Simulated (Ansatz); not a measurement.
# K2NaAsF6: the cost of one run

Program: Ansatz 0.2.0. Level of theory: DFT PBEsol, scalar-relativistic, plane waves, PAW. These are calculated values, not measurements.

1 further run of the same task is left out (set aside as unsound or not needed).

### 1 The system as given

The structure is cubic, space group Fm-3m (No. 225). Conventional cell: a = 8.537 Å, b = 8.537 Å, c = 8.537 Å, α = 90.00°, β = 90.00°, γ = 90.00°. K (site symmetry -43m) has 12 F at 3.02 Å as nearest neighbours. Around Na (site symmetry m-3m) lie 6 F at 2.23 Å. As (site symmetry m-3m) has 6 F at 2.04 Å as nearest neighbours. Around F (site symmetry 4mm) lie 1 As at 2.04 Å and 1 Na at 2.23 Å.

Coordinates:

```
K Na As F
1.0
     0.00000    4.26829    4.26829
     4.26829    0.00000    4.26829
     4.26829    4.26829    0.00000
K Na As F
2 1 1 6
Direct
  0.25000 0.25000 0.25000
  0.75000 0.75000 0.75000
  0.50000 0.50000 0.50000
  0.00000 0.00000 0.00000
  0.23935 0.23935 0.76065
  0.23935 0.76065 0.76065
  0.76065 0.76065 0.23935
  0.23935 0.76065 0.23935
  0.76065 0.23935 0.76065
  0.76065 0.23935 0.23935
```

It goes back to an entry of the Materials Project, which need not be the stable form.

It is the result of an earlier relaxation at this level (volume 15.55 Å³/atom; gap on the mesh: 4.47 eV).

### 2 The reference cell

Reference values: F = -14132.0503 eV; pressure -0.01 GPa; largest force 0.001 eV/Å; gap on the mesh 4.47 eV. It was computed beforehand with the settings of the runs below.

### 3 Relaxing from the mode frozen in at +0.15 Å

File input.yaml:

```yaml
crystal:
  lattice:
    - [0.0, 4.2682902665, 4.2682902665]
    - [4.2682902665, 0.0, 4.2682902665]
    - [4.2682902665, 4.2682902665, 0.0]
  atoms:
    - { symbol: K, position: [0.25, 0.25, 0.25] }
    - { symbol: K, position: [0.75, 0.75, 0.75] }
    - { symbol: Na, position: [0.5, 0.5, 0.5] }
    - { symbol: As, position: [0.0, 0.0, 0.0] }
    - { symbol: F, position: [0.2393469686, 0.2393469686, 0.7606530314] }
    - { symbol: F, position: [0.2569184071, 0.7430815929, 0.7782244699] }
    - { symbol: F, position: [0.7606530314, 0.7606530314, 0.2393469686] }
    - { symbol: F, position: [0.2217755301, 0.7782244699, 0.2569184071] }
    - { symbol: F, position: [0.7782244699, 0.2217755301, 0.7430815929] }
    - { symbol: F, position: [0.7430815929, 0.2569184071, 0.2217755301] }
basis:
  ecutwfc: 420
kpoints:
  mp_grid: { grid: [6, 6, 6] }
hamiltonian:
  xc: pbesol
scf:
  occupations: { method: gaussian, width: 0.05 }
output:
  forces: true
  stress: true
  eigenvalues: true
relax:
  adjacent_minimum: "off"
  f_tol: 0.01
  max_steps: 60
```

Run with:

```sh
$ ansatz run input.yaml --threads 2 --pin off --max-ram 5120MiB --backend cpu --events-out ev --progress --plain --runs-dir out
```

**Question.** How long does this run take on 2 threads of Arm Neoverse V2, shared host, and how much memory does it need?

About 49 s, with a peak of 0.59 GiB.
